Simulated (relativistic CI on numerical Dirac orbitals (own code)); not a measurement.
# Ions with 21 electrons, Cs³⁴⁺ to Nd³⁹⁺: levels along an isoelectronic sequence

Aim: follow the lowest levels of 21-electron ions as the nuclear charge grows, with one list of configurations.

Method: Dirac-Coulomb-Breit CI, KLI orbitals optimised for each configuration, model QED (radiative potential, 1s self-energy scaled to tabulated hydrogen-like ionisation energies). Code: relativistic CI on numerical Dirac orbitals (own code) version 2.

## 1. Starting point

```
electrons      : 21
ions           : Cs³⁴⁺, Ba³⁵⁺, La³⁶⁺, Ce³⁷⁺, Pr³⁸⁺, Nd³⁹⁺
configurations : [Ar] 3d3; [Ar] 3d 4s2; [Ar] 3d2 4s; [Ne] 3s2 3p5 3d4; [Ne] 3s 3p6 3d4; [Ne] 3p6 3d5; [Ar] 3d2 4p
```

## 2. Cs³⁴⁺ (Z = 55)

The run's settings:

```ini
atom Cs  Z=55  charge=34  electrons=21
nucleus A=133  rms_radius_fm=4.8041
hamiltonian dirac-coulomb  breit=on  qed=on  c_scale=1
orbitals kli  potential=per-configuration
slater_scale 1
correlation none
mixing on
configurations
  [Ar] 3d3
  [Ar] 3d 4s2
  [Ar] 3d2 4s
  [Ne] 3s2 3p5 3d4
  [Ne] 3s 3p6 3d4
  [Ne] 3p6 3d5
  [Ar] 3d2 4p
end
```

## 3. Ba³⁵⁺ (Z = 56)

Changes to the settings of step 2:

```diff
@@ -1,3 +1,3 @@
-atom Cs  Z=55  charge=34  electrons=21
-nucleus A=133  rms_radius_fm=4.8041
+atom Ba  Z=56  charge=35  electrons=21
+nucleus A=138  rms_radius_fm=4.8378
 hamiltonian dirac-coulomb  breit=on  qed=on  c_scale=1
```

## 4. La³⁶⁺ (Z = 57)

Changes to the settings of step 3:

```diff
@@ -1,3 +1,3 @@
-atom Ba  Z=56  charge=35  electrons=21
-nucleus A=138  rms_radius_fm=4.8378
+atom La  Z=57  charge=36  electrons=21
+nucleus A=139  rms_radius_fm=4.8550
 hamiltonian dirac-coulomb  breit=on  qed=on  c_scale=1
```

## 5. Ce³⁷⁺ (Z = 58)

Changes to the settings of step 4:

```diff
@@ -1,3 +1,3 @@
-atom La  Z=57  charge=36  electrons=21
-nucleus A=139  rms_radius_fm=4.8550
+atom Ce  Z=58  charge=37  electrons=21
+nucleus A=140  rms_radius_fm=4.8771
 hamiltonian dirac-coulomb  breit=on  qed=on  c_scale=1
```

## 6. Pr³⁸⁺ (Z = 59)

Changes to the settings of step 5:

```diff
@@ -1,3 +1,3 @@
-atom Ce  Z=58  charge=37  electrons=21
-nucleus A=140  rms_radius_fm=4.8771
+atom Pr  Z=59  charge=38  electrons=21
+nucleus A=141  rms_radius_fm=4.8919
 hamiltonian dirac-coulomb  breit=on  qed=on  c_scale=1
```

## 7. Nd³⁹⁺ (Z = 60)

Changes to the settings of step 6:

```diff
@@ -1,3 +1,3 @@
-atom Pr  Z=59  charge=38  electrons=21
-nucleus A=141  rms_radius_fm=4.8919
+atom Nd  Z=60  charge=39  electrons=21
+nucleus A=142  rms_radius_fm=4.9123
 hamiltonian dirac-coulomb  breit=on  qed=on  c_scale=1
```

(Steps that only read results are left out.)

Before running it: what results should come out? Wanted: lowest level, first ion; lowest level, last ion; changes of the lowest level; interval 4F3/2 to 4F5/2; mean jj purity of the low levels.

The runs gave:

```
                        quantity                 value
         lowest level, first ion   3d3 [3d3/2^3] J=3/2
          lowest level, last ion   3d3 [3d3/2^3] J=3/2
     changes of the lowest level                  none
         interval 4F3/2 to 4F5/2  97320 to 164600 cm⁻¹
mean jj purity of the low levels            86 to 92 %
```

The lowest level stays 3d3 [3d3/2^3] J=3/2 throughout. The fine-structure interval of 3d3 4F grows as about Z to the power 6.0 over this range, steeper than the fourth power of a bare nucleus: screening and higher orders in (Zα)² of the Dirac splitting both add to it. The low levels move towards jj coupling (LS purity 62 to 56 %). Only the listed configurations are in the model.
